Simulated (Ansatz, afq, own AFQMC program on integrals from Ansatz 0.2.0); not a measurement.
# H₃ (doublet): quantum Monte Carlo beside coupled cluster at distance H1–H2 along a hydrogen transfer = 1.028 Å, cc-pVTZ

One table from this session's results is given with a row withheld; the runs are named, their logs left out.

The runs use Ansatz 0.2.0, Gaussian basis, and an in-house AFQMC program (afq) on its integrals; all values are calculated; cc-pVTZ, frozen cores.

Plan: Full CI; PBE (unrestricted); r2SCAN (unrestricted); PBE0 (unrestricted); B3LYP (unrestricted); wB97M-V (unrestricted); B2PLYP (unrestricted); CCSD(T) on UHF; CCSD(T) on UHF; CCSD(T) on UHF; Phaseless AFQMC, CISD trial on UHF.

**The system**

The geometry derives from fragments relaxed apart (PBE0/def2-TZVP) and kept rigid, so it is no stationary point. A hydrogen atom is moved between rigid fragments.

3 atoms, charge 0, spin multiplicity 2.

Atoms are counted from 1 here; the program's logs count them from 0.

No contacts short enough for the rule that draws bonds.

Geometry (Å):

```xyz
3
charge 0, multiplicity 2
H     0.00000    0.00000   -0.97133
H     0.00000    0.00000    0.05667
H     0.00000    0.00000    0.91467
```

The first run:

Input file in.yaml:

```yaml
crystal:
  periodic: [false, false, false]
  atoms:
    - {symbol: H, position_ang: [0.000000, 0.000000, -0.971333]}
    - {symbol: H, position_ang: [0.000000, 0.000000, 0.056667]}
    - {symbol: H, position_ang: [0.000000, 0.000000, 0.914667]}
basis:
  gaussian: {orbitals: cc-pVTZ}
magnetization: {spin_polarized: false, initial_magnetization: 1}
correlation: {method: fci, electrons: outside_noble_gas}
```

Launch:

```console
$ ansatz run in.yaml --threads 1 --pin off --events-out ev --progress --plain --max-ram 24576MiB --backend cuda --devices 0, --max-vram 18GiB
```

Steps of the session up to this table: Full CI; PBE (unrestricted); r2SCAN (unrestricted); PBE0 (unrestricted); B3LYP (unrestricted); wB97M-V (unrestricted); B2PLYP (unrestricted); CCSD(T) on UHF; Phaseless AFQMC, CISD trial on UHF.

One of the session's tables, all rows but one given; the rest of the session is left out.

On the UHF determinant, counted from full CI (exact for this spin and basis):

```
                                                level  from full CI (kcal/mol)
                                                   HF                   +31.75
                                                  MP2                    +7.83
                                                 CCSD                    +0.34
                                              CCSD(T)                    +0.07
                                              full CI                     0.00
Phaseless AFQMC, CISD trial, step 0.005, 4000 walkers                        ?
```

**Question.** Estimate the row for Phaseless AFQMC, CISD trial, step 0.005, 4000 walkers.

The run gave: from full CI (kcal/mol): +0.01. In the column «from full CI (kcal/mol)» it lies between full CI (0.00) and CCSD(T) (+0.07).
